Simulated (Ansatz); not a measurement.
# Y2Si2Rh: one candidate structure

Where does Y2Si2Rh go from the start given, structure listed in a database for this formula (C2/m, No. 12)?

Method: DFT PBEsol, scalar-relativistic, plane waves, PAW, in Ansatz 0.2.0.

### 1 Starting point

The structure is monoclinic, space group C2/m (No. 12). The conventional cell has a = 10.628 Å, b = 4.198 Å, c = 10.071 Å, α = 90.00°, β = 119.07°, γ = 90.00°. Y (site symmetry m) has 6 Si at 2.90 to 3.08 Å and 4 Rh at 3.00 to 3.17 Å in its first shell of neighbours. Y (site symmetry m) has 6 Si at 2.92 to 3.19 Å and 2 Rh at 3.32 Å in its first shell of neighbours. Si (site symmetry m) is surrounded by 3 Rh at 2.42 to 2.45 Å and 1 Si at 2.65 Å and 5 Y at 2.92 to 3.08 Å. Si (site symmetry m) is surrounded by 1 Si at 2.54 Å and 1 Rh at 2.57 Å and 7 Y at 2.90 to 3.19 Å. Rh (site symmetry m) is surrounded by 4 Si at 2.42 to 2.57 Å.

Structure file:

```xyz
10
Lattice="5.3139 -2.0989 0.0000 5.3139 2.0989 0.0000 -4.8942 0.0000 8.8022" Properties=species:S:1:pos:R:3 pbc="T T T"
Y     9.0157    0.0000    2.8386
Y     4.2678    0.0000    7.8817
Y    -3.2821    0.0000    5.9636
Y     1.4657    0.0000    0.9205
Si    4.0622    0.0000    4.9729
Si    1.0862    0.0000    7.7214
Si    1.6713    0.0000    3.8293
Si    4.6473    0.0000    1.0809
Rh   -0.1536    0.0000    5.4654
Rh    5.8871    0.0000    3.3368
```

(A quick probe on a coarse mesh, which set the mesh and smearing, is not shown.)

### 3 Full relaxation

input.yaml

```yaml
crystal:
  lattice:
    - [5.3138592963, -2.0989152656, 0.0]
    - [5.3138592963, 2.0989152656, 0.0]
    - [-4.8942030176, 0.0, 8.8022143587]
  atoms:
    - { symbol: "Y", position: [0.99682567, 0.99682567, 0.32248975] }
    - { symbol: "Y", position: [0.81392538, 0.81392538, 0.89542206] }
    - { symbol: "Y", position: [0.00317433, 0.00317433, 0.67751025] }
    - { symbol: "Y", position: [0.18607462, 0.18607462, 0.10457794] }
    - { symbol: Si, position: [0.6423967, 0.6423967, 0.56496158] }
    - { symbol: Si, position: [0.50617216, 0.50617216, 0.87720614] }
    - { symbol: Si, position: [0.3576033, 0.3576033, 0.43503842] }
    - { symbol: Si, position: [0.49382784, 0.49382784, 0.12279386] }
    - { symbol: Rh, position: [0.27148322, 0.27148322, 0.62091284] }
    - { symbol: Rh, position: [0.72851678, 0.72851678, 0.37908716] }
basis:
  ecutwfc: 420
kpoints:
  mp_grid: { grid: [10, 10, 4] }
hamiltonian:
  xc: pbesol
scf:
  occupations: { method: gaussian, width: 0.1 }
output:
  forces: true
  stress: true
  eigenvalues: true
relax:
  adjacent_minimum: "off"
  f_tol: 0.01
  max_steps: 80
  cell: { stress_tol: 0.05 }
```

On the command line:

```console
$ ansatz run input.yaml --threads 1 --pin off --max-ram 2560MiB --backend cpu --events-out ev --progress --plain --runs-dir out
```

Before running it: what results should come out?

As calculated:

Formation energies count from the elements, computed with the same settings in runs not shown here.

| quantity | value |
| --- | --- |
| cell (conventional) | a = 10.488 Å, b = 4.173 Å, c = 9.973 Å, α = 90.00°, β = 118.82°, γ = 90.00° |
| space group | C2/m (No. 12) |
| volume | 19.12 Å³/atom |
| gap on the mesh | none (metal) |
| formation energy from the elements | -1.036 eV/atom |

The space group stayed C2/m, and from the first guess the volume went from 19.63 to 19.12 Å³/atom. With -1.04 eV/atom it lies under the elements, which doesn't yet make it stable against other compounds of them.
